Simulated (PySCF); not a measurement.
# BiH8N4 (Bi(NH2)4-): the cost of one run

Method: BP86, Bi def2-SVP with ECP60, N def2-SVP, H def2-SVP; scalar-relativistic core potentials, no spin–orbit coupling; program: PySCF 2.14.0.

2 further runs of the same task are left out: 2 for a known fault of the program.

**1. Starting geometry**

13 atoms, charge -1, spin multiplicity 1.

Bond lengths: Bi1–N2 2.428 Å, Bi1–N5 2.251 Å, Bi1–N8 2.428 Å, Bi1–N11 2.251 Å, N2–H3 1.042 Å, N2–H4 1.042 Å, N5–H6 1.038 Å, N5–H7 1.038 Å, N8–H9 1.042 Å, N8–H10 1.042 Å, N11–H12 1.038 Å, N11–H13 1.038 Å. Angles: N2–Bi1–N5 79.9°, N2–Bi1–N8 144.2°, N2–Bi1–N11 79.9°, N5–Bi1–N8 79.9°, N5–Bi1–N11 110.8°, N8–Bi1–N11 79.9°, Bi1–N2–H3 103.6°, Bi1–N2–H4 103.6°, H3–N2–H4 101.5°, Bi1–N5–H6 99.0°, Bi1–N5–H7 99.0°, H6–N5–H7 104.4°, Bi1–N8–H9 103.6°, Bi1–N8–H10 103.6°, H9–N8–H10 101.5°, Bi1–N11–H12 99.0°, Bi1–N11–H13 99.0°, H12–N11–H13 104.4°.

As a file:

```xyz
13
BiH8N4
Bi    0.8296    0.0000    0.0000
N     0.0823    1.6336    1.6336
H     0.5892    1.3612    2.5019
H     0.5892    2.5019    1.3612
N    -0.4487   -1.3102    1.3102
H    -1.0474   -0.5783    1.7378
H    -1.0474   -1.7378    0.5783
N     0.0823   -1.6336   -1.6336
H     0.5892   -2.5019   -1.3612
H     0.5892   -1.3612   -2.5019
N    -0.4487    1.3102   -1.3102
H    -1.0474    1.7378   -0.5783
H    -1.0474    0.5783   -1.7378
```

Formal oxidation states: Bi +3. An earlier session relaxed this geometry at BP86, Bi def2-SVP with ECP60, N def2-SVP, H def2-SVP (singlet, point group C2v).

Its energy there is -438.437968 Eh.

**2. Multiplicity 3 at the relaxed geometry**

The input, run.py (the lines that set the calculation):

```python
mol = gto.M(atom='''
Bi     0.82959     0.00000     0.00000
N      0.08234     1.63356     1.63356
H      0.58917     1.36122     2.50187
H      0.58917     2.50187     1.36122
N     -0.44875    -1.31019     1.31019
H     -1.04739    -0.57833     1.73776
H     -1.04739    -1.73776     0.57833
N      0.08234    -1.63356    -1.63356
H      0.58917    -2.50187    -1.36122
H      0.58917    -1.36122    -2.50187
N     -0.44875     1.31019    -1.31019
H     -1.04739     1.73776    -0.57833
H     -1.04739     0.57833    -1.73776''',
    basis={'Bi': 'def2-SVP', 'N': 'def2-SVP', 'H': 'def2-SVP'},
    ecp={'Bi': 'def2-SVP'},
    charge=-1, spin=2)
mf = dft.UKS(mol, xc='B88,P86')
mf.grids.atom_grid = (50, 194)
mf = mf.density_fit()  # fitting sets: Bi def2-universal-JKFIT, N def2-universal-JKFIT, H def2-universal-JKFIT
mf.conv_tol = 1e-08; mf.max_cycle = 55
mf.kernel(dm0)  # dm0: free metal ions and neutral atoms
```

Started as:

```
$ OMP_NUM_THREADS=2 python run.py
```

**Question.** How long does this run take on 2 threads of Arm Neoverse V2, shared host?

About 34 s.
